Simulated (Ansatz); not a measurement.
# Ba2TeS: the cell at several levels of theory

Cell and atoms of Ba2TeS, ordered on the rocksalt lattice (R-3m) with 4 atoms a cell are relaxed in turn with PBE and r2SCAN. This is a trial cell built on a prototype, not taken from a measured structure, and it needn't be the compound's ground state.

Code: Ansatz 0.2.0. PAW datasets, plane waves, zero pressure. These are computed values for a spin-unpolarised cell that may be hypothetical; none is a measurement.

## Step 1: The cell

Space group R-3m (No. 166), trigonal; a = 4.894 Å, c = 23.978 Å in the conventional setting, 41.45 Å³ an atom. S has 6 Ba at 3.46 Å; Te has 6 Ba at 3.46 Å; Ba has 3 S at 3.46 Å and 3 Te at 3.46 Å.

Coordinates:

```cif
data_structure
_symmetry_space_group_name_H-M 'P 1'
_symmetry_Int_Tables_number 1
_cell_length_a 8.4775
_cell_length_b 8.4775
_cell_length_c 8.4775
_cell_angle_alpha 33.557
_cell_angle_beta 33.557
_cell_angle_gamma 33.557
_cell_volume 165.82
loop_
_atom_site_label
_atom_site_type_symbol
_atom_site_fract_x
_atom_site_fract_y
_atom_site_fract_z
_atom_site_occupancy
S1 S 0.00000 0.00000 0.00000 1
Te1 Te 0.50000 0.50000 0.50000 1
Ba1 Ba 0.25000 0.25000 0.25000 1
Ba2 Ba 0.75000 0.75000 0.75000 1
```

## Step 2: Relaxing with PBE

input.yaml

```yaml
crystal:
  lattice:
    - [2.4472364656, 1.4129126322, 7.9926408276]
    - [-2.4472364656, 1.4129126322, 7.9926408276]
    - [0.0, -2.8258252644, 7.9926408276]
  atoms:
    - { symbol: S, position: [1.0, 0.0, 0.0] }
    - { symbol: Te, position: [0.5, 0.5, 0.5] }
    - { symbol: Ba, position: [0.25, 0.25, 0.25] }
    - { symbol: Ba, position: [0.75, 0.75, 0.75] }
kpoints:
  mp_grid: { grid: [6, 6, 6] }
hamiltonian:
  xc: pbe
scf:
  occupations: { method: fermi_dirac, width: 0.02 }
relax:
  f_tol: 0.005
  cell: {}
output:
  write_density: true
  write_potential: true
  elf: true
  volumetric_format: npy
```

Command:

```sh
ansatz run input.yaml --threads 2 --pin off --max-ram 2211MiB --backend cpu --events-out ev --progress --plain --runs-dir out
```

The runs that follow: Relaxation with r2SCAN.

Q: Predict the outcome of this session. Wanted: for each run, a; c; volume; space group; SCF geometries.

As calculated:

```
 level  a (Å)   c (Å)  volume (Å³/atom)  space group  SCF geometries
   PBE  4.750  23.520            38.291         R-3m               6
r2SCAN  4.751  23.468            38.232         R-3m               3
```

The first relaxation changed the volume by -7.6 % from the start. The volume runs from r2SCAN (least) to PBE (most), a spread of 0.2 %, or 0.1 % in length if all axes shared it alike.
